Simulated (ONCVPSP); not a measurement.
# Chlorine: generating and testing an ONCV potential

Task: generate the file, and judge it by its errors in other configurations, its logarithmic derivatives, its ghosts and its cutoff.

The numbers are computed with ONCVPSP 4.0.1 (PBEsol, scalar-relativistic, spin-unpolarised reference atom).

### 1 Starting point

Typed settings, in words:

```json
{
 "element": "chlorine (Cl, Z = 17)",
 "type": "optimised norm-conserving Vanderbilt (ONCV)",
 "frozen core": "[Ne]",
 "valence charge": "7",
 "reference configuration": "3s2 3p4.5 (charge +0.5)",
 "partial waves": "3s: rc 1.05 bohr, ncon 4, nbas 8, qcut 7.3 1/bohr, 2 projectors, debl 1.4 Ha; 3p: rc 1.15 bohr, ncon 4, nbas 9, qcut 7 1/bohr, 2 projectors, debl 3.8 Ha; d scattering state at 0.19 Ha: rc 1.25 bohr, ncon 4, nbas 7, qcut 7 1/bohr, 2 projectors, debl 2.1 Ha",
 "local potential": "polynomial inside 1.00 bohr (lpopt 5, dvloc0 0 Ha)",
 "core correction": "Teter function, fcfact 3.75, rcfact 1.55"
}
```

The nodes and maxima of the atom's own shells, from an earlier all-electron run, set the scale for the radii.

All-electron outer shells of the reference configuration (PBEsol, scalar-relativistic, ld1.x):

| shell | level (eV) | outermost node (bohr) | outermost maximum (bohr) |
| --- | --- | --- | --- |
| 2s | -258.29 | 0.12 | 0.36 |
| 2p | -197.53 | – | 0.30 |
| 3s | -26.11 | 0.55 | 1.27 |
| 3p | -13.77 | 0.53 | 1.41 |

### 2 The generation run

The input, Cl.dat:

```
# ATOM AND REFERENCE CONFIGURATION
# atsym  z   nc   nv     iexc    psfile
  Cl 17.00    3    2  -116133      upf
#
#   n    l    f
    1    0    2.00
    2    0    2.00
    2    1    6.00
    3    0    2.00
    3    1    4.50
#
# PSEUDOPOTENTIAL AND OPTIMIZATION
# lmax
    2
#
#   l,   rc,      ep,       ncon, nbas, qcut
    0    1.05    0.00    4    8    7.30
    1    1.15    0.00    4    9    7.00
    2    1.25    0.19    4    7    7.00
#
# LOCAL POTENTIAL
# lloc, lpopt,  rc(5),   dvloc0
    4    5    1.00    0.00
#
# VANDERBILT-KLEINMAN-BYLANDER PROJECTORs
# l, nproj, debl
    0    2    1.40
    1    2    3.80
    2    2    2.10
#
# MODEL CORE CHARGE
# icmod, fcfact, rcfact
    3    3.75    1.55
#
# LOG DERIVATIVE ANALYSIS
# epsh1, epsh2, depsh
   -2.00    5.00    0.02
#
# OUTPUT GRID
# rlmax, drl
    6.00    0.01
#
# TEST CONFIGURATIONS
# ncnf
    4
# nvcnf
#   n    l    f
    2
    3    0    2.00
    3    1    5.00
#
    2
    3    0    2.00
    3    1    4.00
#
    2
    3    0    2.00
    3    1    3.00
#
    2
    3    0    1.00
    3    1    5.00
#
```

The run is started by

```console
oncvpsp.x < Cl.dat > Cl.out
```

What does the calculation give? Wanted: cutoffs for 1 and 0.1 mHa per electron, occupied waves; bound ghosts; GHOST(+) flags; largest test error; largest phase difference near zero energy, channels read; rms error of d²Exc/dn², without and with the model core.

The runs gave:

```
                                                quantity                  value
  cutoffs for 1 and 0.1 mHa per electron, occupied waves       48 Ha and 153 Ha
                                            bound ghosts        s at -230.41 eV
                                          GHOST(+) flags     none at low energy
                            largest test error (AE − PS)  +5.5 meV, for 3s2 3p3
largest phase difference near zero energy, channels read              0.001 rad
 rms error of d²Exc/dn², without and with the model core      2.09 and 1.67 mHa
```

**Reading.** A bound ghost (s) makes it unfit for use: electrons can fall into a state that the atom doesn't have. The worst unpolarised test, 3s2 3p3, is off by 5.5 meV on 33.7 eV; by total energies transferability rates as good. Atomic tests can pass in spite of a ghost, since they solve only for the levels asked. It counts as hard, with 48 Ha needed at the looser tolerance. The tighter tolerance needs 153 Ha, and converged work needs a cutoff nearer that. At the looser tolerance the 3s wave is the slowest; 3p needs 10 Ha. Near zero energy the phases of the channels with partial waves agree within 0.001 rad.
